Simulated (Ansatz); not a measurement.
# Ti3Si2: the cost of one run

Computed with Ansatz 0.2.0 (DFT PBE, scalar-relativistic, plane waves, PAW, unless a step's input says otherwise).

**1. The structure to begin with**

It takes space group P6_3/m (No. 176, hexagonal). Conventional cell: a = 6.795 Å, b = 6.795 Å, c = 4.243 Å, α = 90.00°, β = 90.00°, γ = 120.00°. Ti (site symmetry m) has 5 Si at 2.61 to 2.80 Å in its first shell of neighbours. Si (site symmetry -6) has 9 Ti at 2.65 to 2.80 Å in its first shell of neighbours. Si (site symmetry -3) has 2 Si at 2.12 Å and 6 Ti at 2.61 Å in its first shell of neighbours.

Structure file:

```xyz
10
Lattice="6.7947 0.0000 0.0000 -3.3973 5.8844 0.0000 0.0000 0.0000 4.2427" Properties=species:S:1:pos:R:3 pbc="T T T"
Ti    4.1652    3.6280    3.1821
Ti   -0.7679    2.2563    1.0607
Ti    4.4567    0.4632    3.1821
Ti   -1.0594    5.4212    1.0607
Ti    1.5701    1.7932    3.1821
Ti    1.8273    4.0912    1.0607
Si    0.0000    3.9229    3.1821
Si    3.3973    1.9615    1.0607
Si    0.0000    0.0000    0.0000
Si    0.0000    0.0000    2.1214
```

The cell is invented: species swapped into a database cell of Ho3Ru2 (P6_3/m, No. 176), with Ti on the Ho sites and Si on the Ru sites. The dimensions are guesses.

**2. A first look at the guess**

File input.yaml:

```yaml
crystal:
  lattice:
    - [6.79467799, 0.0, 0.0]
    - [-3.397339, 5.88436375, 0.0]
    - [0.0, 0.0, 4.24274342]
  atoms:
    - { symbol: Ti, position: [0.92129096, 0.61655697, 0.75] }
    - { symbol: Ti, position: [0.07870904, 0.38344303, 0.25] }
    - { symbol: Ti, position: [0.69526601, 0.07870904, 0.75] }
    - { symbol: Ti, position: [0.30473399, 0.92129096, 0.25] }
    - { symbol: Ti, position: [0.38344303, 0.30473399, 0.75] }
    - { symbol: Ti, position: [0.61655697, 0.69526601, 0.25] }
    - { symbol: Si, position: [0.33333333, 0.66666667, 0.75] }
    - { symbol: Si, position: [0.66666667, 0.33333333, 0.25] }
    - { symbol: Si, position: [0.0, 0.0, 0.0] }
    - { symbol: Si, position: [0.0, 0.0, 0.5] }
basis:
  ecutwfc: 420
kpoints:
  mp_grid: { grid: [3, 3, 4] }
hamiltonian:
  xc: pbe
scf:
  occupations: { method: gaussian, width: 0.1 }
  lower_state_search: "off"
output:
  forces: true
  stress: true
  eigenvalues: true
```

On the command line:

```console
ansatz run input.yaml --threads 1 --pin off --max-ram 2560MiB --backend cpu --events-out ev --progress --plain --runs-dir out
```

Q: Estimate wall time and peak memory on 1 thread of Intel Xeon at 2.50GHz (Skylake/Cascade Lake), shared host.

About 9.3 s, with a peak of 0.45 GiB.
